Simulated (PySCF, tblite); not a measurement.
**C7H10N radical: geometry, infrared bands and EPR parameters**

Aim: predict the infrared bands and EPR parameters of C7H10N radical (`C=N[C@@H]1C[CH][C@@H]2C[C@@H]21`).

The runs use tblite 0.8.0 and PySCF 2.14.0, with density-fitted response routines of our own; the level of theory stands in each step. All values are computed, except where a source is named. Atoms count from 0, in the outputs and in this text.

**1. The molecule as given**

18 atoms, charge 0, multiplicity 2; geometry from: force field or distance geometry start.

Bonds of the start (Å): C0–N1 1.29, N1–C2 1.45, C2–C3 1.55, C3–C4 1.51, C4–C5 1.46, C5–C6 1.50, C6–C7 1.50, C7–C2 1.51, C7–C5 1.51, C0–H8 1.10, C0–H9 1.09, C2–H10 1.10, C3–H11 1.10, C3–H12 1.08, C4–H13 1.07, C5–H14 1.08, C6–H15 1.10, C6–H16 1.08, C7–H17 1.09.

**2. Relaxing the molecule with GFN2-xTB**

What the job is given:

```
{"job": {"kind": "relax", "xc": "GFN2-xTB", "basis": "xTB"}, "charge": 0, "multiplicity": 2}
C      2.561800    -0.585600    -0.620000
N      1.798800     0.074300     0.184300
C      0.535300     0.496900    -0.380500
C     -0.123800     1.582700     0.515100
C     -1.506600     1.065100     0.819000
C     -1.719300    -0.273600     0.284000
C     -0.874700    -1.404000     0.796800
C     -0.442400    -0.647300    -0.429400
H      2.280400    -0.812300    -1.661700
H      3.530400    -0.952600    -0.276800
H      0.663500     0.921500    -1.389400
H      0.424700     1.714400     1.460700
H     -0.177800     2.539700     0.015900
H     -2.219300     1.588000     1.425300
H     -2.667200    -0.478100    -0.184300
H     -0.305900    -1.268000     1.723900
H     -1.252100    -2.411300     0.674700
H     -0.514600    -1.143700    -1.395900
```

Launch:

```bash
> OMP_NUM_THREADS=1 python probes_run.py task.json out
```

The driver reads the jobs from task.json and runs them one after another.

**Question.** This job is followed by: GFN2-xTB harmonic vibrations, gas phase; UKS B3LYP, pcH-1 on C H N, non-relativistic, mean-field spin-orbit, GIAO. What will the session give for the following? strongest single infrared mode (GFN2-xTB); zero-point energy (GFN2-xTB); g(iso) (B3LYP); ⟨S²⟩; largest a(iso); potential on the surface of density 0.002 e/bohr³, 1st and 99th percentile.

As calculated:

| quantity | value |
| --- | --- |
| strongest single infrared mode (GFN2-xTB) | 2851 cm⁻¹, 127 km/mol |
| zero-point energy (GFN2-xTB) | 93.5 kcal/mol |
| g(iso) (B3LYP) | 2.00265 |
| ⟨S²⟩ | 0.755 (exact 0.75) |
| largest a(iso) | 1H on H11, 126.0 MHz |
| potential on the surface of density 0.002 e/bohr³, 1st and 99th percentile | -1.53 V and 0.78 V |

What this shows: Over 78 steps the energy fell by 0.304 eV; of the close pairs, C0–N1 changed most, 1.290 to 1.250 Å. No mode is imaginary among the 48: a minimum at this level. The strongest single mode, at 2851 cm⁻¹, moves mainly H8. Unscaled tight-binding wavenumbers are off by several per cent, some by more. Its intensities can rank the bands wrongly. C4 carries the largest spin population, 0.97 e. The isotropic g lies 0.3 ppt above the free-electron value.
